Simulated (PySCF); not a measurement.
# C3H9F3OSiZr (Zr(OSiMe3)F3): the cost of one run

Computed with PySCF 2.14.0, with density-fitted response routines of our own, on a single molecule in the gas phase. Atoms are numbered from 0 throughout.

## (1) Starting geometry

18 atoms, charge 0, multiplicity 1; geometry from: GFN2-xTB. The atoms were then displaced at random by about 0.03 Å, so the start is not that level's minimum.

Bonds of the start (Å): Zr0–O1 1.90, Zr0–F15 1.83, Zr0–F16 1.99, Zr0–F17 1.83, O1–Si2 1.63, Si2–C3 2.03, Si2–C4 1.90, Si2–C5 1.90, C3–H6 1.05, C3–H7 1.14, C3–H8 0.99, C4–H9 1.11, C4–H10 1.13, C4–H11 1.07, C5–H12 1.11, C5–H13 1.13, C5–H14 1.05.

## (2) Optimising the geometry at PBE0-D3(BJ)/def2-SVP

What the job is given:

```
{"job": {"xc": "PBE0", "basis": "def2-SVP", "d3": "d3bj", "grid": 1, "maxiter": 40, "shake": 0.03, "kind": "geom"}, "charge": 0, "multiplicity": 1}
Zr     0.639780    -0.820730    -1.933410
O      0.894180    -1.317400    -0.117900
Si     0.035370    -0.175610     0.666670
C      0.971970     1.449150    -0.100830
C      0.087400    -0.260080     2.559550
C     -1.665300    -0.307530    -0.166120
H      1.459570     2.041550     0.621210
H      0.169000     2.108120    -0.563000
H      1.573520     1.132890    -0.820690
H      1.098380    -0.175700     3.007220
H     -0.512350     0.560320     3.043940
H     -0.307000    -1.174160     2.959270
H     -1.636680    -1.016030    -1.019950
H     -2.478980    -0.686440     0.527660
H     -2.021870     0.593060    -0.569370
F      2.279450    -0.440680    -2.645910
F     -0.401610     0.722420    -2.640590
F     -0.241150    -2.216220    -2.730020
```

Started as:

```bash
$ OMP_NUM_THREADS=1 python probes_run.py task.json out
```

One launch serves the whole session: the jobs run in the order shown.

Q: Estimate the wall time and peak memory of this first job on 1 thread of Intel Xeon at 2.50GHz, shared host.

About 38 min, with a peak of 0.9 GiB.
